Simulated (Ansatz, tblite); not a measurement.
**Si17H24 off sphere (Si17H25): rung by rung**

How do method and basis change the picture of Si17H24 off sphere (Si17H25) (doublet)?

Computed with Ansatz 0.2.0, Gaussian basis. Level: as each input shows.

Plan: GFN1-xTB, GFN2-xTB, PBE-D4/def2-TZVP, r2SCAN-D4/def2-TZVP, revPBE-D4/def2-TZVP, HF/def2-TZVP, r2SCANh-D4/def2-TZVP, LC-ωPBE(0.10)/def2-SVP, LC-ωPBE(0.15)/def2-SVP, LC-ωPBE(0.20)/def2-SVP, LC-ωPBE(0.30)/def2-SVP, PBE-D4/def2-SVP, PBE0-D4/def2-SVP, HF/STO-3G, MP2/def2-SVP, RPA/def2-SVP.

**1. The geometry**

The doublet was relaxed beforehand with PBE-D4/def2-SVP.

42 atoms, charge 0, spin multiplicity 2.

Bond lengths: Si1–Si9 2.356 Å, Si1–Si12 2.356 Å, Si1–H18 1.510 Å, Si1–H19 1.505 Å, Si2–Si11 2.353 Å, Si2–Si13 2.354 Å, Si2–H20 1.511 Å, Si2–H21 1.507 Å, Si3–Si10 2.353 Å, Si3–Si14 2.362 Å, Si3–Si15 2.363 Å, Si3–H22 1.515 Å, Si4–Si11 2.355 Å, Si4–Si14 2.360 Å, Si4–Si16 2.366 Å, Si4–H23 1.516 Å, Si5–Si9 2.410 Å, Si5–Si10 2.374 Å and more. Angles: Si9–Si1–Si12 110.9°, Si9–Si1–H18 109.5°, Si9–Si1–H19 109.3°, Si12–Si1–H18 109.3°, Si12–Si1–H19 109.8°, H18–Si1–H19 107.9°, Si11–Si2–Si13 109.3°, Si11–Si2–H20 107.6°, Si11–Si2–H21 112.0°, Si13–Si2–H20 107.7°, Si13–Si2–H21 111.8°, H20–Si2–H21 108.2°, Si10–Si3–Si14 108.6°, Si10–Si3–Si15 108.9°, Si10–Si3–H22 112.2°, Si14–Si3–Si15 109.3°, Si14–Si3–H22 109.0°, Si15–Si3–H22 108.8° and more.

PBE0-D4/def2-TZVP was run before; its log isn't repeated, and its numbers join the tables.

**2. GFN1-xTB**

Tight binding, by tblite at 300 K electronic temperature and without a spin-polarisation term:

```python
tblite.interface.Calculator('GFN1-xTB', numbers, positions, charge=0, uhf=1).singlepoint()
```

Energy -1216.4232 eV; 0.24 s.

**3. GFN2-xTB**

Tight binding, by tblite at 300 K electronic temperature and without a spin-polarisation term:

```python
tblite.interface.Calculator('GFN2-xTB', numbers, positions, charge=0, uhf=1).singlepoint()
```

Energy -1137.9375 eV; 1.6 s.

**4. PBE-D4/def2-TZVP**

start.molden holds the orbitals of an earlier run on this state, given as this run's starting guess.

The input, in.yaml:

```yaml
crystal:
  periodic: [false, false, false]
  atoms:
    - {symbol: Si, position_ang: [-1.822574, -2.792314, 2.915067]}
    - {symbol: Si, position_ang: [1.287573, -2.980741, -0.086811]}
    - {symbol: Si, position_ang: [-1.673828, 2.515337, -2.652011]}
    - {symbol: Si, position_ang: [1.111491, -0.211703, -2.704321]}
    - {symbol: Si, position_ang: [-1.435879, -0.149659, -0.046549]}
    - {symbol: Si, position_ang: [1.143828, -0.277751, 2.791844]}
    - {symbol: Si, position_ang: [1.103975, 2.550038, 0.094525]}
    - {symbol: Si, position_ang: [3.820806, -0.171176, 0.066327]}
    - {symbol: Si, position_ang: [-2.930657, -1.428203, 1.345799]}
    - {symbol: Si, position_ang: [-3.001972, 1.116960, -1.303206]}
    - {symbol: Si, position_ang: [-0.178470, -1.659546, -1.367411]}
    - {symbol: Si, position_ang: [-0.278527, -1.538907, 4.177772]}
    - {symbol: Si, position_ang: [2.494188, -1.599990, 1.389070]}
    - {symbol: Si, position_ang: [-0.294751, 1.161381, -4.010094]}
    - {symbol: Si, position_ang: [-0.319134, 3.859858, -1.258451]}
    - {symbol: Si, position_ang: [2.423537, 1.157097, -1.288418]}
    - {symbol: Si, position_ang: [-0.185121, 1.159962, 1.489341]}
    - {symbol: H, position_ang: [-2.835742, -3.417132, 3.844537]}
    - {symbol: H, position_ang: [-1.108741, -3.903390, 2.192453]}
    - {symbol: H, position_ang: [2.277507, -3.615387, -1.034985]}
    - {symbol: H, position_ang: [0.563406, -4.081765, 0.643504]}
    - {symbol: H, position_ang: [-2.508053, 3.416733, -3.538307]}
    - {symbol: H, position_ang: [2.046765, -0.990220, -3.607842]}
    - {symbol: H, position_ang: [2.063005, 0.560793, 3.651681]}
    - {symbol: H, position_ang: [2.024766, 3.445444, 0.898308]}
    - {symbol: H, position_ang: [4.743951, -1.000184, -0.793426]}
    - {symbol: H, position_ang: [4.661709, 0.711893, 0.955649]}
    - {symbol: H, position_ang: [-3.820564, -2.249940, 0.444538]}
    - {symbol: H, position_ang: [-3.793353, -0.425007, 2.072195]}
    - {symbol: H, position_ang: [-3.877231, 0.187234, -2.107283]}
    - {symbol: H, position_ang: [-3.884211, 1.889644, -0.352882]}
    - {symbol: H, position_ang: [-1.121024, -2.512642, -2.184938]}
    - {symbol: H, position_ang: [0.517254, -2.451364, 5.078062]}
    - {symbol: H, position_ang: [-1.057427, -0.583240, 5.048494]}
    - {symbol: H, position_ang: [3.383519, -2.462545, 2.255383]}
    - {symbol: H, position_ang: [-1.150632, 0.306890, -4.913841]}
    - {symbol: H, position_ang: [0.555635, 2.049915, -4.886276]}
    - {symbol: H, position_ang: [0.523404, 4.764700, -2.126034]}
    - {symbol: H, position_ang: [-1.190669, 4.736112, -0.391238]}
    - {symbol: H, position_ang: [3.282552, 2.042748, -2.164243]}
    - {symbol: H, position_ang: [-1.150017, 1.925586, 2.366874]}
    - {symbol: H, position_ang: [-0.335695, 0.925779, -1.056055]}
basis:
  gaussian: {orbitals: def2-TZVP, fitting: {mean_field: def2-universal-jkfit}, initial_orbitals: start.molden}
magnetization: {spin_polarized: true, initial_magnetization: 1}
hamiltonian: {xc: pbe, dispersion: d4}
scf: {omitted_lower_state_checks: [starts]}
output: {orbitals: {seedname: orbitals}}
```

On the command line:

```
> ansatz run in.yaml --threads 2 --pin off --events-out ev --progress --plain --max-ram 32768MiB --backend cuda --devices 0, --max-vram 18GiB
```

Further steps of the session: r2SCAN-D4/def2-TZVP; revPBE-D4/def2-TZVP; HF/def2-TZVP; r2SCANh-D4/def2-TZVP; LC-ωPBE(0.10)/def2-SVP; LC-ωPBE(0.15)/def2-SVP; LC-ωPBE(0.20)/def2-SVP; LC-ωPBE(0.30)/def2-SVP; PBE-D4/def2-SVP; PBE0-D4/def2-SVP; HF/STO-3G; MP2/def2-SVP; RPA/def2-SVP.

**Question.** What will the summary of the whole plan be? Wanted: gap in def2-TZVP, named functionals and Hartree-Fock, smallest and largest; gap over the ω; correlation energy, MP2/def2-SVP; binding an atom, functionals in def2-TZVP; ⟨S²⟩ in def2-TZVP, named functionals and Hartree-Fock, smallest and largest; PBE0 total energy, smallest basis above largest.

**Answer**, as computed:

```
                                                                   quantity                                    value
 gap in def2-TZVP, named functionals and Hartree-Fock, smallest and largest           0.76 eV (PBE-D4), 8.13 eV (HF)
                                                    gap over the ω (1/bohr)           3.45 eV at 0.1, 5.94 eV at 0.3
                                           correlation energy, MP2/def2-SVP                                -45.69 eV
                                  binding an atom, functionals in def2-TZVP  3.15 (revPBE-D4) to 3.20 eV (r2SCAN-D4)
⟨S²⟩ in def2-TZVP, named functionals and Hartree-Fock, smallest and largest                             0.754, 0.785
                            PBE0 total energy, smallest basis above largest           45.77 eV (def2-SVP, def2-TZVP)
```

What this shows: Orbital gaps of the named functionals and Hartree-Fock in def2-TZVP span 0.76 eV (PBE-D4) to 8.13 eV (HF); exact exchange widens it. Raising the ω (1/bohr) from 0.1 to 0.3 moves the HOMO by -1.53 eV and the LUMO by +0.96 eV. Over the named functionals and Hartree-Fock in def2-TZVP spin contamination reaches 0.03 (HF), which is small.
